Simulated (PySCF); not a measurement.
# A diatomic session: InTe

The task here is to estimate one member of a computed series from the others.

The runs use PySCF 2.14.0; In cc-pVDZ-PP with ECP28, Te cc-pVDZ-PP with ECP28, scalar-relativistic core potentials.

Set-up of the first run:

A driver script around PySCF takes these settings:

| Quantity | Value |
| --- | --- |
| atoms | In, Te |
| charge | 0 |
| basis | In cc-pVDZ-PP with ECP28, Te cc-pVDZ-PP with ECP28 |
| Hamiltonian | scalar-relativistic core potentials |
| basis functions | 46 |
| electrons treated | 45 |
| masses in u | 114.9039, 129.9062 |
| levels | PBE0, PBE, r²SCAN, PW91, r²SCAN0, PBEsol, ωB97X, HF, MP2, SCS-MP2, CCSD, CCSD(T) |
| grid | 80 radial by 434 angular points |
| occupations | held fixed by the projection of orbital angular momentum |
| dissociation limit | In + Te, each in its ground configuration |
| starting distance in angstrom | 2.710 |
| values of 2S to try | 1, 3 |

Command:

```sh
OMP_NUM_THREADS=1 python dia.py task.json out
```

Among the steps run: The job; First curve: PBE0; Higher solutions at PBE0; PBE (GGA); r²SCAN (meta-GGA); PW91 (GGA); r²SCAN0; PBEsol (GGA); ωB97X; UHF; MP2 and coupled cluster.

One table of the session follows, with a row left open; its other results are not shown here.

It belongs to the step «The curves together». Energy (eV) from each level's lowest point:

| R (Å) | UHF | UHF-MP2 | UHF-SCS-MP2 | UHF-CCSD | UHF-CCSD(T) |
| --- | --- | --- | --- | --- | --- |
| 2.466 | 0.846 | 0.777 | 0.810 | n/a | n/a |
| 2.580 | 0.390 | 0.340 | 0.363 | 0.363 | 0.365 |
| 2.695 | 0.135 | 0.105 | 0.118 | 0.118 | 0.120 |
| 2.781 | 0.038 | 0.023 | 0.029 | 0.029 | 0.030 |
| 2.867 | 0.000 | 0.000 | 0.000 | 0.000 | 0.000 |
| 2.953 | ? | ? | ? | ? | ? |
| 3.068 | 0.068 | 0.104 | 0.089 | 0.088 | 0.086 |
| 3.211 | 0.199 | 0.260 | 0.236 | 0.234 | 0.230 |
| 3.383 | 0.402 | 0.496 | 0.461 | 0.454 | 0.448 |
| 3.612 | 0.701 | 0.859 | 0.816 | n/a | n/a |

**Question.** Estimate the row for R (Å) = 2.953.

Worked estimate for «UHF». A straight line through the neighbours (2.867, 0.000) and (3.068, 0.068) gives 0.000 + (0.068 − 0.000) × (2.953 − 2.867) / (3.068 − 2.867) = 0.029; a parabola fitted to 4 rows on both sides gives 0.011.

The run gave: UHF: 0.007; UHF-MP2: 0.023; UHF-SCS-MP2: 0.016; UHF-CCSD: 0.016; UHF-CCSD(T): 0.015. In «UHF» the line misses by +0.022 and the parabola by +0.004.
